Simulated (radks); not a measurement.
**Au³⁺ in [Xe] 4f14 5d8: an all-electron calculation**

Aim: the levels, the sizes of the orbitals and the parts of the energy of the gold ion Au3+.

Program: radks (a radial shooting solver on a logarithmic mesh, Libxc functionals) version 1. Level of theory: Dirac Kohn-Sham, PBEsol, spin-unpolarised, spherical densities, point nucleus; open shells fill j = l - 1/2 first. These are calculated values, not measurements, unless marked.

## Step 1: The atom as given

- element: gold (Z = 79)
- charge: +3
- electrons: 76
- configuration: [Xe] 4f14 5d8

## Step 2: Self-consistent calculation

Input:

```text
Z 79
configuration [Xe] 4f14 5d8
relativity Dirac
functional pbe_sol,pbe_sol
spin unpolarised
j_filling energy
nucleus point
c 137.035999084
```

What does the calculation give?

As calculated:

```
                        quantity                   value
                    total energy     -19040.4929 hartree
exchange-correlation share of it                  1.89 %
                            −T/E                  1.1492
          highest occupied level       5d5/2, -39.782 eV
    most extended occupied level  5d5/2, <r> = 1.45 bohr
 radius at density 0.001 e/bohr³               3.28 bohr
    maxima of the radial density                       4
         ionisation energy, NIST          45 (theory) eV
```

**Reading.** The radial density shows 4 maxima for 5 occupied principal shells; where shells overlap, one shows as a shoulder or not at all. −T/E is 1.149: with relativity the kinetic term as defined here no longer equals −E. The top level binds by 39.782 eV, 88 % of the NIST ionisation energy of 45 eV; the potential of a semilocal functional falls off too fast, so its top eigenvalue is too shallow. Spin polarisation and multiplet splitting are left out.
